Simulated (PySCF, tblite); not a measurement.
**C5H5OS radical: geometry, infrared bands and EPR parameters**

What infrared bands and EPR parameters should C5H5OS radical (`SCc1c[c]co1`) show?

The runs use tblite 0.8.0 and PySCF 2.14.0, with density-fitted response routines of our own; the level of theory stands in each step. All values are computed, except where a source is named. Atoms are numbered from 0 throughout.

## (1) The starting structure

12 atoms, charge 0, multiplicity 2; geometry from: force field or distance geometry start.

Bonds of the start (Å): S0–C1 1.82, C1–C2 1.50, C2–C3 1.38, C3–C4 1.38, C4–C5 1.39, C5–O6 1.32, O6–C2 1.30, S0–H7 1.43, C1–H8 1.10, C1–H9 1.10, C3–H10 1.09, C5–H11 1.09.

## (2) Geometry optimisation with GFN2-xTB

The job: settings as JSON, then the geometry in Å.

```
{"job": {"kind": "relax", "xc": "GFN2-xTB", "basis": "xTB"}, "charge": 0, "multiplicity": 2}
S     -2.321400     0.208200     0.942300
C     -1.398600    -0.507400    -0.451400
C      0.031800    -0.125000    -0.224100
C      0.894700    -0.914600     0.507200
C      2.106500    -0.249300     0.506700
C      1.891600     0.902300    -0.244700
O      0.634900     0.942900    -0.662600
H     -1.968500     1.589000     0.933200
H     -1.738700    -0.050900    -1.395600
H     -1.438200    -1.606800    -0.470700
H      0.674500    -1.862500     0.996700
H      2.632500     1.673400    -0.463000
```

Run with:

```sh
> OMP_NUM_THREADS=1 python probes_run.py task.json out
```

The driver reads the jobs from task.json and runs them one after another.

**Question.** This job is followed by: GFN2-xTB harmonic vibrations, gas phase; UKS B3LYP, pcH-1 on C H O S, non-relativistic, mean-field spin-orbit, GIAO. What will the session give for the following? strongest single infrared mode (GFN2-xTB); zero-point energy (GFN2-xTB); g(iso) (B3LYP); ⟨S²⟩; largest a(iso) (averaged by class); potential on the surface of density 0.002 e/bohr³, 1st and 99th percentile.

**Answer**, as computed:

| quantity | value |
| --- | --- |
| strongest single infrared mode (GFN2-xTB) | 2441 cm⁻¹, 121 km/mol |
| zero-point energy (GFN2-xTB) | 51.4 kcal/mol |
| g(iso) (B3LYP) | 2.00196 |
| ⟨S²⟩ | 0.757 (exact 0.75) |
| largest a(iso) (averaged by class) | 13C on C4, 519.7 MHz |
| potential on the surface of density 0.002 e/bohr³, 1st and 99th percentile | -0.95 V and 1.24 V |

**Reading.** The optimisation took 39 steps and gained 0.460 eV; among the close pairs (by a distance rule), S0–H7 changed most, from 1.425 to 1.331 Å. All 30 modes are real, so the xTB geometry is a minimum. The strongest single mode, at 2441 cm⁻¹, moves mainly H7. Unscaled tight-binding wavenumbers are off by several per cent, some by more. Its intensities can rank the bands wrongly. Most of the unpaired spin sits on C4 (1.02 e). The isotropic g lies 0.4 ppt below the free-electron value. These values are for one conformer; the search (at its own cheap level) found 2 more, at 0.53, 0.54 kcal/mol, and measured spectra average over such forms.
